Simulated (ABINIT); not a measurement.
In2S: single point with PBE

In2S:

```
In S
1.0
     3.94306    0.00000    0.00000
     0.00000    3.94306    0.00000
     0.00000    0.00000    5.43495
In S
2 1
Direct
  0.50873 0.00761 0.66296
  0.99987 0.47997 0.34216
  0.01154 0.99338 0.00373
```

The cell was built by a generator and needn't be a form met in nature.

The cell isn't the ideal one: atoms moved at random, drawn with an rms of 0.05 Å.

```
Program             : ABINIT 10.8.3 (patched build)
Task                : single point
Functional          : PBE
Potentials or basis : JTH PAW PBE v2.0
Cutoff              : 599 eV
k mesh              : 7 × 7 × 5
Occupations         : fermi-dirac, width 0.05 eV
Spin                : no spin polarisation
```

The pressure is 0.1 GPa, the largest force is 0.223 eV/Å and the band gap on the k mesh is none (metal or under the smearing width). The valence electrons inside the program's atomic spheres are In 11.09; S 3.53.

Forces on the atoms (eV/Å):
```
In  -0.010 -0.126  0.067
In   0.056  0.213 -0.033
S   -0.046 -0.087 -0.034
```

Stress tensor (GPa, compression positive):
```
-0.01  0.03 -0.15
 0.03  0.00  0.09
-0.15  0.09  0.19
```

Levels at points of the mesh, in eV from the Fermi level:
```tsv
k point	band 13	band 14	band 15	band 16	band 17	band 18	band 19	band 20
(0.00, 0.00, 0.00)	-5.45	-2.56	-2.55	1.31	1.93	3.46	3.47	4.63
```

It took 3.7 min on 1 thread of Arm Neoverse V1 (shared host), peak memory 0.31 GiB.
